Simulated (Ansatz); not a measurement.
A nudged elastic band was laid between two geometries of a periodic cell of 63 atoms, Si$_{62}$Sb (host Si, host structure diamond, dopant Sb, one Si atom removed), cell charge -1.

All numbers below come from Ansatz, DFT PBE-D3(BJ), scalar-relativistic, plane waves, PAW. Settings: PAW set soft_1, cutoff 420 eV, k mesh 1x1x1, gaussian smearing 0.02 eV, no spin polarisation.

- movable images: 5
- climbing image: yes
- spring: 5.0 eV/Å²
- optimiser: quadratic models (default)
- start path: IDPP
- force threshold: 0.05 eV/Å
- iteration limit: 76
- end points: relaxed

First end point:

```xyz
63
Lattice="10.8600 0.0000 0.0000 0.0000 10.8600 0.0000 0.0000 0.0000 10.8600" Properties=species:S:1:pos:R:3
Si 5.401 0.015 0.034
Si 6.785 1.363 1.361
Si 8.130 2.716 0.005
Si 9.480 4.073 1.372
Si 8.125 -0.003 2.720
Si 9.496 1.336 4.077
Si -0.033 -0.022 -0.032
Sb 1.664 1.679 1.055
Si 4.093 4.081 1.349
Si 5.430 5.440 0.013
Si 6.815 6.823 1.328
Si 8.164 8.174 -0.016
Si 9.509 9.510 1.379
Si 2.746 -0.026 2.748
Si 4.065 1.347 4.098
Si 5.402 2.687 2.717
Si 6.761 4.081 4.058
Si 8.114 5.444 2.709
Si 9.493 6.774 4.080
Si 5.435 0.013 5.461
Si 6.810 1.397 6.765
Si 8.158 2.744 5.412
Si 9.515 4.079 6.807
Si 8.113 0.011 8.137
Si 9.475 1.347 9.508
Si 0.006 5.409 0.027
Si 1.359 6.787 1.354
Si 2.708 8.139 0.004
Si 4.068 9.483 1.373
Si -0.046 2.748 2.757
Si 1.342 4.074 4.090
Si 2.691 5.405 2.699
Si 4.065 6.764 4.061
Si 5.429 8.113 2.715
Si 6.768 9.500 4.076
Si -0.009 -0.001 5.452
Si 1.354 1.364 6.791
Si 2.707 2.716 5.442
Si 4.064 4.073 6.802
Si 5.419 5.431 5.446
Si 6.794 6.804 6.780
Si 8.144 8.153 5.428
Si 9.496 9.498 6.805
Si 2.684 0.017 8.171
Si 4.083 1.360 9.494
Si 5.421 2.710 8.152
Si 6.773 4.076 9.507
Si 8.132 5.431 8.149
Si 9.512 6.766 9.507
Si -0.011 8.122 2.721
Si 1.329 9.509 4.065
Si 0.005 5.445 5.459
Si 1.388 6.821 6.761
Si 2.725 8.171 5.409
Si 4.074 9.521 6.808
Si -0.008 2.688 8.168
Si 1.354 4.084 9.482
Si 2.700 5.437 8.145
Si 4.061 6.777 9.512
Si 5.414 8.133 8.156
Si 6.761 9.522 9.498
Si -0.002 8.114 8.143
Si 1.340 9.486 9.504
```

Last end point:

Only the atoms that move by more than 0.05 Å are listed.
```
Si1 5.450 0.000 -0.006
Si4 9.535 4.055 1.340
Si7 0.018 0.018 0.052
Sb8 2.433 2.433 0.282
Si9 4.118 4.118 1.401
Si11 6.780 6.780 1.364
Si12 8.130 8.130 0.021
Si14 2.663 0.018 2.697
Si15 4.055 1.375 4.040
Si16 5.450 2.721 2.715
Si17 6.811 4.070 4.075
Si18 8.164 5.417 2.710
Si20 5.417 0.005 5.411
Si21 6.780 1.351 6.795
Si22 8.130 2.694 5.445
Si24 8.164 0.005 8.158
Si25 9.535 1.375 9.520
Si26 0.000 5.450 -0.006
Si29 4.055 9.535 1.340
Si30 0.018 2.663 2.697
Si31 1.375 4.055 4.040
Si32 2.721 5.450 2.715
Si33 4.070 6.811 4.075
Si34 5.417 8.164 2.710
Si44 2.721 0.000 8.125
Si45 4.118 1.314 9.457
Si52 0.005 5.417 5.411
Si53 1.351 6.780 6.795
Si54 2.694 8.130 5.445
Si56 0.000 2.721 8.125
Si57 1.314 4.118 9.457
Si61 6.811 9.500 9.505
Si62 0.005 8.164 8.158
Si63 1.375 9.535 9.520
```

**Question.** What changes between the two ends?

**Answer.** The atom that moves furthest is Sb8, by 1.33 Å; four of its nearest neighbours are Si14 2.64, Si7 2.64, Si30 2.64, Si9 3.43 Å at the first end and Si9 2.63, Si57 2.63, Si45 2.63, Si30 3.42 Å at the last.

**Question.** Give the energies along the band, and the barrier.

**Answer.** The run converged. The highest image is number 3 of 0 to 6, 0.117 eV above the first end and 0.112 eV above the last; the last end lies 0.005 eV above the first. A structure lower than the first end lies on the path between it and the top, so the climb from that side starts below the end, which may itself be a saddle point or a shallow side well. A structure lower than the last end lies on the path between it and the top, so the climb from that side starts below the end, which may itself be a saddle point or a shallow side well. By the program's own check the climbing image is a first-order saddle point (lowest curvatures found: -2.41 and 0.33 eV/Å²). Limits of this set-up: coarse k mesh, no spin, though dangling bonds at a vacancy may carry it, a typed lattice constant that wasn't relaxed here, charged cell in a uniform background, uncorrected.

| image | path coordinate (Å) | energy (eV) | Si7–Sb8 (Å) | Sb8–Si14 (Å) | Sb8–Si30 (Å) |
| --- | --- | --- | --- | --- | --- |
| 0 | 0.00 | 0.000 | 2.64 | 2.64 | 2.64 |
| 1 | 0.51 | -0.017 | 2.63 | 2.70 | 2.63 |
| 2 | 1.01 | -0.004 | 2.67 | 2.95 | 2.66 |
| 3 | 1.52 | 0.117 | 2.97 | 3.28 | 2.71 |
| 4 | 2.03 | -0.006 | 3.44 | 3.47 | 2.86 |
| 5 | 2.54 | -0.019 | 3.51 | 3.51 | 3.21 |
| 6 | 3.05 | 0.005 | 3.42 | 3.42 | 3.42 |

**Question.** What is the geometry of the highest image?

**Answer.** 
```xyz
63
Lattice="10.8600 0.0000 0.0000 0.0000 10.8600 0.0000 0.0000 0.0000 10.8600" Properties=species:S:1:pos:R:3
Si 5.414 0.016 -0.011
Si 6.778 1.363 1.361
Si 8.128 2.729 0.001
Si 9.448 4.139 1.356
Si 8.167 0.018 2.705
Si 9.653 1.389 3.913
Si -0.004 0.028 -0.087
Sb 1.926 2.150 0.683
Si 4.045 4.077 1.443
Si 5.388 5.400 0.010
Si 6.807 6.770 1.375
Si 8.164 8.127 -0.017
Si 9.534 9.547 1.347
Si 2.781 -0.140 2.872
Si 4.068 1.367 4.093
Si 5.413 2.702 2.724
Si 6.764 4.046 4.119
Si 8.099 5.410 2.785
Si 9.505 6.812 4.065
Si 5.428 0.012 5.433
Si 6.876 1.343 6.741
Si 8.238 2.681 5.339
Si 9.476 4.099 6.760
Si 8.113 -0.051 8.182
Si 9.481 1.382 9.478
Si -0.066 5.485 0.002
Si 1.346 6.805 1.355
Si 2.710 8.155 -0.006
Si 4.060 9.520 1.364
Si 0.107 2.861 2.568
Si 1.349 4.123 4.104
Si 2.693 5.452 2.738
Si 4.124 6.823 4.034
Si 5.464 8.184 2.671
Si 6.798 9.535 4.072
Si -0.004 0.024 5.401
Si 1.340 1.374 6.787
Si 2.699 2.734 5.430
Si 4.051 4.077 6.814
Si 5.398 5.435 5.440
Si 6.778 6.796 6.791
Si 8.138 8.157 5.425
Si 9.500 9.535 6.776
Si 2.710 0.007 8.123
Si 4.206 1.304 9.351
Si 5.500 2.721 8.060
Si 6.766 4.076 9.507
Si 8.123 5.430 8.152
Si 9.524 6.836 9.433
Si -0.002 8.168 2.708
Si 1.352 9.434 4.156
Si -0.024 5.460 5.459
Si 1.395 6.697 6.880
Si 2.731 8.060 5.476
Si 4.064 9.506 6.784
Si -0.047 2.725 8.114
Si 1.215 3.965 9.653
Si 2.687 5.279 8.305
Si 4.056 6.766 9.512
Si 5.400 8.135 8.145
Si 6.751 9.470 9.546
Si 0.028 8.170 8.098
Si 1.373 9.522 9.491
```

The band took 12 iterations and of the order of 40 core-minutes.

Run time: 13 min on 4 threads of Intel(R) Xeon(R) Platinum 8175M CPU @ 2.50GHz (Skylake/Cascade Lake), on a shared host, peak memory 4 GiB.
